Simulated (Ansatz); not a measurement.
**NbClF₄: how energies converge with the basis set**

One table from this session's results is given with a row withheld; the runs are named, their logs left out.

Program: Ansatz 0.2.0, Gaussian basis. Level of theory: one geometry, several basis sets. These are calculated values, not measurements.

The runs, in order: PBE0-D4/def2-SVP; ωB97M-V/def2-SVP; PBE0-D4/def2-QZVPP; ωB97M-V/def2-QZVPP; the functionals' def2-TZVPP values are taken from earlier runs.

1 further run of the same task is left out (for a known fault of the program).

### The geometry

All runs share one geometry, relaxed beforehand with PBE0-D4 in a triple-zeta def2 set. Nb takes the def2 core potential; no spin-orbit term is included.

SMILES `[F][Nb]([F])([F])([F])[Cl]`, 6 atoms, charge 0, spin multiplicity 1.

Atoms are counted from 1 here; the program's logs count them from 0.

Bond lengths: F1–Nb2 1.862 Å, Nb2–F3 1.835 Å, Nb2–F4 1.835 Å, Nb2–F5 1.862 Å, Nb2–Cl6 2.251 Å. Angles: F1–Nb2–F3 87.5°, F1–Nb2–F4 87.5°, F1–Nb2–F5 168.8°, F1–Nb2–Cl6 95.6°, F3–Nb2–F4 127.6°, F3–Nb2–F5 87.5°, F3–Nb2–Cl6 116.2°, F4–Nb2–F5 87.5°, F4–Nb2–Cl6 116.2°, F5–Nb2–Cl6 95.6°.

As a file:

| atom | x (Å) | y (Å) | z (Å) |
| --- | --- | --- | --- |
| F1 | -0.8569 | -1.4549 | 0.8014 |
| Nb2 | 0.0280 | -0.0431 | -0.0305 |
| F3 | 1.5791 | -0.6814 | 0.7126 |
| F4 | -0.7637 | -0.5741 | -1.5979 |
| F5 | 1.0828 | 1.1071 | -1.0468 |
| Cl6 | -1.0274 | 1.5823 | 1.1152 |

Set-up of the first run:

Input file in.yaml:

```yaml
crystal:
  periodic: [false, false, false]
  atoms:
    - {symbol: F, position_ang: [-0.856888, -1.454863, 0.801365]}
    - {symbol: Nb, position_ang: [0.028048, -0.043094, -0.030531]}
    - {symbol: F, position_ang: [1.579144, -0.681409, 0.712572]}
    - {symbol: F, position_ang: [-0.763667, -0.574138, -1.597921]}
    - {symbol: F, position_ang: [1.082832, 1.107083, -1.046789]}
    - {symbol: Cl, position_ang: [-1.027369, 1.582321, 1.115204]}
basis:
  gaussian: {orbitals: def2-SVP}
hamiltonian: {xc: pbe0, dispersion: d4}
output: {orbitals: {seedname: orbitals}}
```

Command:

```
$ ansatz run in.yaml --threads 4 --pin off --events-out ev --progress --plain --max-ram 10444MiB
```

Among the steps run: PBE0-D4 in def2-SVP; ωB97M-V in def2-SVP; PBE0-D4 in def2-QZVPP; ωB97M-V in def2-QZVPP.

One of the session's tables, all rows but one given; the rest of the session is left out.

It belongs to the step «Density functionals: the series». 

```
functional       basis  HOMO (eV)  LUMO (eV)
   PBE0-D4    def2-SVP     -10.63      -3.71
   PBE0-D4  def2-TZVPP     -10.61      -3.61
   PBE0-D4  def2-QZVPP     -10.60      -3.59
   ωB97M-V    def2-SVP          ?          ?
   ωB97M-V  def2-TZVPP     -12.87      -1.40
   ωB97M-V  def2-QZVPP     -12.87      -1.40
```

Q: Estimate the row for ωB97M-V, def2-SVP from the others.

As computed: HOMO (eV): -12.86; LUMO (eV): -1.48. In the column «HOMO (eV)» it lies between ωB97M-V, def2-QZVPP (-12.87) and PBE0-D4, def2-SVP (-10.63).
